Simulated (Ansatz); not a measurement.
# CH4S2Si: a ladder of functionals and wavefunction methods

Aim: compute CH4S2Si with functionals from several rungs and with coupled cluster, and see how far each lands from CCSD(T) at the basis-set limit for the atomisation energy.

Computed with Ansatz 0.2.0, Gaussian basis. Level: functionals in def2-TZVPP, the program's frozen cores in correlated methods.

Levels to be run: LDA (SPW92), PBE-D4, revPBE-D4, BLYP-D4, r2SCAN-D4, B97M-V, PBE0-D4, B3LYP-D4, r2SCANh-D4, r2SCAN0-D4, HSE06-D4, BHLYP-D4, CAM-B3LYP-D4, LC-ωPBE, ωB97X-V, ωB97M-V, B2PLYP, PBE-QIDH; CCSD(T)/def2-SVP; CCSD(T)/def2-TZVPP; MP2/def2-QZVPP; extrapolation to the limit; RPA on PBE.

### 1 Structure used throughout

The geometry comes from an earlier relaxation with PBE0-D4 in a triple-zeta def2 set; it is a stationary point, not always the lowest conformer.

SMILES `CS[Si]S`, 8 atoms, charge 0, spin multiplicity 1.

Atoms are counted from 1 here; the program's logs count them from 0.

Bond lengths: C1–S2 1.808 Å, C1–H5 1.090 Å, C1–H6 1.090 Å, C1–H7 1.090 Å, S2–Si3 2.128 Å, Si3–S4 2.147 Å, S4–H8 1.344 Å. Angles: S2–C1–H5 106.8°, S2–C1–H6 110.9°, S2–C1–H7 110.9°, H5–C1–H6 108.8°, H5–C1–H7 108.8°, H6–C1–H7 110.5°, C1–S2–Si3 113.2°, S2–Si3–S4 106.0°, Si3–S4–H8 102.9°.

Coordinates:

```xyz
8
CH4S2Si
C    -0.0718    1.0512   -0.2912
S     0.1629    0.6256    1.4503
Si    0.2990   -1.4708    1.7911
S     0.1040   -2.3977   -0.1361
H    -0.1298    2.1382   -0.3445
H    -1.0021    0.6300   -0.6724
H     0.7734    0.7140   -0.8913
H    -0.0433   -1.3474   -0.9616
```

### 2 LDA

This LDA is Slater exchange with PW92 correlation.

The input, in.yaml:

```yaml
crystal:
  periodic: [false, false, false]
  atoms:
    - {symbol: C, position_ang: [-0.071825, 1.051234, -0.291173]}
    - {symbol: S, position_ang: [0.162895, 0.625569, 1.450279]}
    - {symbol: Si, position_ang: [0.299000, -1.470823, 1.791123]}
    - {symbol: S, position_ang: [0.104018, -2.397719, -0.136120]}
    - {symbol: H, position_ang: [-0.129783, 2.138178, -0.344514]}
    - {symbol: H, position_ang: [-1.002123, 0.630032, -0.672449]}
    - {symbol: H, position_ang: [0.773390, 0.713965, -0.891268]}
    - {symbol: H, position_ang: [-0.043271, -1.347435, -0.961580]}
basis:
  gaussian: {orbitals: def2-TZVPP}
hamiltonian: {xc: lda}
output: {orbitals: {seedname: orbitals}}
```

After this run come: PBE-D4 (GGA); revPBE-D4 (GGA); BLYP-D4 (GGA); r2SCAN-D4 (meta-GGA); B97M-V (meta-GGA); PBE0-D4 (hybrid); B3LYP-D4 (hybrid); r2SCANh-D4 (hybrid); r2SCAN0-D4 (hybrid); HSE06-D4 (hybrid); BHLYP-D4 (hybrid); CAM-B3LYP-D4 (range-separated); LC-ωPBE-D4 (range-separated); ωB97X-V (range-separated); ωB97M-V (range-separated); B2PLYP (double hybrid); PBE-QIDH (double hybrid); CCSD(T) in def2-SVP; CCSD(T) in def2-TZVPP; MP2 in def2-QZVPP; RPA on PBE orbitals.

Before running them: what should the planned runs give, taken together? Wanted: atomisation energy, CCSD(T)/CBS; farthest beyond LDA; mean size of error, GGA; mean size of error, meta-GGA; mean size of error, hybrid; mean size of error, range-separated; mean size of error, double hybrid; gap, smallest and largest; T1 diagnostic.

**Answer**, as computed:

| quantity | value |
| --- | --- |
| atomisation energy, CCSD(T)/CBS | 2666.2 kJ/mol |
| functionals within 13.3 kJ/mol (0.5 %) | revPBE-D4, BLYP-D4, PBE0-D4, B3LYP-D4, r2SCANh-D4, ωB97X-V |
| farthest beyond LDA | BHLYP-D4 (-83.0 kJ/mol) |
| mean size of error, GGA | 24.6 kJ/mol |
| mean size of error, meta-GGA | 27.3 kJ/mol |
| mean size of error, hybrid | 24.2 kJ/mol |
| mean size of error, range-separated | 27.9 kJ/mol |
| mean size of error, double hybrid | 34.7 kJ/mol |
| gap, smallest and largest | 3.20 eV (LDA (SPW92)), 9.59 eV (LC-ωPBE) |
| T1 diagnostic | 0.0151 |
| triples share of the correlation energy | 4.8 % |

In words: LDA overbinds by 404.3 kJ/mol (15 %). PBE-D4 is off by +63.5 kJ/mol. Double hybrids carry the basis error of their MP2 part in triple zeta, and no dispersion term here, so their miss is partly the set-up's. Taken by rung, hybrid functionals do best (24.2 kJ/mol on average) and double hybrid ones worst beyond LDA (34.7 kJ/mol). The gap between the best rungs is small, so their order is not settled. The reference freezes the cores and leaves out relativity and excitations past (T), so misses under about 13.3 kJ/mol can't be ranked. Hartree-Fock recovers 71 % of the binding; the rest is correlation. CCSD(T) in def2-SVP is off by -212.6 kJ/mol, worse than the median functional, from the basis alone. Orbital gaps span 3.2 to 9.6 eV; exact exchange widens them.
